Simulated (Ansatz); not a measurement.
## BCl₂HS, SMILES SB(Cl)Cl: a rigid scan of one bond angle

Program: the Python package of Ansatz (0.2.0).

Script `bend_bcl2hs.py`:
```python
'''Bending curve of BCl2HS.'''

import ansatz
from ase import Atoms


def main() -> None:
    atoms = Atoms(['S', 'B', 'Cl', 'Cl', 'H'], positions=[
        (-0.7612, 1.1888, 0.3443),
        (0.0211, -0.4499, 0.1976),
        (1.5923, -0.7508, 1.0459),
        (-0.6757, -1.7717, -0.8115),
        (-0.1266, 1.71, -0.8177),
    ])

    # start the scan from a relaxed geometry
    first = ansatz.Crystal.molecule_from_ase(atoms).calculation()
    first = first.basis(gaussian='6-31G*')
    first = first.functional('r2scan').relax(force_tolerance=0.02, max_steps=80)
    atoms.positions = first.run().report['positions_ang']

    rows = []
    for angle in [85, 95, 105, 115, 125, 140, 160]:
        bent = atoms.copy()
        bent.set_angle(1, 0, 4, angle, indices=[4])
        base = (
            ansatz.Crystal.molecule_from_ase(bent).calculation()
            .basis(gaussian='6-31G*')
            .functional('r2scan')
        )
        rows.append((angle, base.run().report['free_energy_ev']))
    floor = min(e for _, e in rows)
    for angle, e in rows:
        print(f'angle B1-S0-H4 = {angle:3d} deg   {1000 * (e - floor):9.1f} meV')


if __name__ == '__main__':
    main()
```

```console
$ python bend_bcl2hs.py
angle B1-S0-H4 =  85 deg       100.6 meV
angle B1-S0-H4 =  95 deg         0.0 meV
angle B1-S0-H4 = 105 deg        45.6 meV
angle B1-S0-H4 = 115 deg       221.2 meV
angle B1-S0-H4 = 125 deg       506.9 meV
angle B1-S0-H4 = 140 deg      1082.2 meV
angle B1-S0-H4 = 160 deg      1891.5 meV
```

The scan is rigid, and the energies are electronic, in a modest basis. The zero is the lowest point of the grid, which needn't be the minimum. Timing: 86 s on 1 thread of Arm Neoverse V2, on a shared host, peak memory 0.22 GiB.
